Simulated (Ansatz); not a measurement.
Relaxation of a periodic cell of 13 atoms, LiTi12 (host Ti, host structure hcp, interstitial Li), to a largest force component of 0.03 eV/Å in at most 60 steps.

Level of theory: DFT PBE, scalar-relativistic, plane waves, PAW (Ansatz). Settings: cutoff 420 eV, k mesh 4x3x5, gaussian smearing 0.05 eV, no spin polarisation.

```xyz
13
Lattice="5.9000 0.0000 0.0000 -4.4250 7.6643 0.0000 0.0000 0.0000 4.6846" Properties=species:S:1:pos:R:3:forces:R:3
Ti 0.000 0.000 0.000 0.02 -0.02 -0.05
Ti 0.000 1.703 2.342 0.04 -2.47 1.36
Ti -1.475 2.555 0.000 -2.19 -1.37 -1.42
Ti -1.475 4.258 2.342 -2.28 1.27 1.53
Ti -2.950 5.110 0.000 0.03 -0.01 -0.08
Ti -2.950 6.813 2.342 0.01 -0.01 -0.04
Ti 2.950 0.000 0.000 -0.01 0.00 0.04
Ti 2.950 1.703 2.342 -0.01 -0.01 0.08
Ti 1.475 2.555 0.000 2.12 -1.23 -1.34
Ti 1.475 4.258 2.342 2.22 1.21 1.41
Ti 0.000 5.110 0.000 0.06 2.67 -1.50
Ti 0.000 6.813 2.342 -0.02 -0.01 0.06
Li -0.021 3.432 1.167 0.01 -0.02 -0.03
```

Where does it end, and by what steps?

The run converged. Limits of this set-up: coarse k mesh, a small cell, in which the defect meets its images, a typed lattice constant that wasn't relaxed here. After 6 steps the energy has fallen by 3.055 eV; Ti4 moved furthest, 0.38 Å.

```tsv
step	energy less start (eV)	largest force component (eV/Å)	accepted
0	0.0000	2.671	yes
1	-1.8892	1.051	yes
2	-2.8345	0.459	yes
3	-2.9924	0.330	yes
4	-3.0451	0.115	yes
5	-3.0522	0.050	yes
6	-3.0548	0.025	yes
```

```xyz
13
Lattice="5.9000 0.0000 0.0000 -4.4250 7.6643 0.0000 0.0000 0.0000 4.6846" Properties=species:S:1:pos:R:3
Ti 0.028 -0.007 0.097
Ti 0.022 1.442 2.469
Ti -1.629 2.387 -0.285
Ti -1.649 4.406 2.641
Ti -2.941 5.053 0.322
Ti -2.981 6.793 2.514
Ti 2.970 0.012 -0.171
Ti 2.941 1.756 2.036
Ti 1.652 2.398 -0.280
Ti 1.624 4.410 2.644
Ti -0.018 5.402 -0.139
Ti -0.034 6.825 2.232
Li -0.006 3.431 1.141
```

Whether the end is a true minimum wasn't checked by a vibrational analysis.

Run time: 45 s on 4 threads of Intel(R) Xeon(R) Gold 6455B (Sapphire Rapids), on a shared host, peak memory 1.1 GiB.
